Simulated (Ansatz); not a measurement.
# CH7BOSi: the cost of one run

Program: Ansatz 0.2.0, Gaussian basis. Level of theory: the settings change from run to run. These are calculated values, not measurements.

## 1. The relaxed structure

The geometry comes from an earlier relaxation with PBE0-D4 in a triple-zeta def2 set; it is a stationary point, not always the lowest conformer.

11 atoms, charge 0, spin multiplicity 1.

Atoms are counted from 1 here; the program's logs count them from 0.

Bond lengths: O1–C2 1.411 Å, O1–H5 0.960 Å, C2–B3 1.547 Å, C2–H6 1.107 Å, C2–H7 1.107 Å, B3–Si4 2.017 Å, B3–H8 1.197 Å, Si4–H9 1.491 Å, Si4–H10 1.491 Å, Si4–H11 1.491 Å. Angles: C2–O1–H5 108.9°, O1–C2–B3 114.8°, O1–C2–H6 112.1°, O1–C2–H7 112.1°, B3–C2–H6 106.8°, B3–C2–H7 106.8°, H6–C2–H7 103.5°, C2–B3–Si4 120.7°, C2–B3–H8 120.1°, Si4–B3–H8 119.2°, B3–Si4–H9 113.8°, B3–Si4–H10 109.9°, B3–Si4–H11 109.7°, H9–Si4–H10 107.9°, H9–Si4–H11 107.9°, H10–Si4–H11 107.5°.

## 2. BLYP/aug-cc-pVDZ

Options: charge +1, multiplicity 2, restricted open-shell orbitals, D3(BJ) with three-body dispersion, high accuracy.

in.yaml

```yaml
crystal:
  periodic: [false, false, false]
  atoms:
    - {symbol: O, position_ang: [-0.815837, 1.879742, -1.401239]}
    - {symbol: C, position_ang: [-0.395520, 1.119073, -0.290021]}
    - {symbol: B, position_ang: [0.013379, -0.336570, -0.618368]}
    - {symbol: Si, position_ang: [0.639563, -1.584435, 0.836878]}
    - {symbol: H, position_ang: [-1.047003, 2.762990, -1.104068]}
    - {symbol: H, position_ang: [-1.174874, 1.063286, 0.494858]}
    - {symbol: H, position_ang: [0.464190, 1.583468, 0.231091]}
    - {symbol: H, position_ang: [-0.041816, -0.734984, -1.745839]}
    - {symbol: H, position_ang: [0.674596, -0.959585, 2.190123]}
    - {symbol: H, position_ang: [2.010914, -2.079532, 0.524309]}
    - {symbol: H, position_ang: [-0.261993, -2.770552, 0.903075]}
basis:
  gaussian: {orbitals: aug-cc-pVDZ}
total_charge: 1
magnetization: {spin_polarized: false, initial_magnetization: 1}
hamiltonian: {xc: {name: BLYP}, dispersion: d3bjatm}
accuracy: high
output: {forces: true}
```

On the command line:

```console
ansatz run in.yaml --threads 2 --pin off --events-out ev --progress --plain --max-ram 4352MiB
```

What time and memory should one allow on 2 threads of Arm Neoverse V1, shared host?

About 50 s, with a peak of 0.83 GiB.
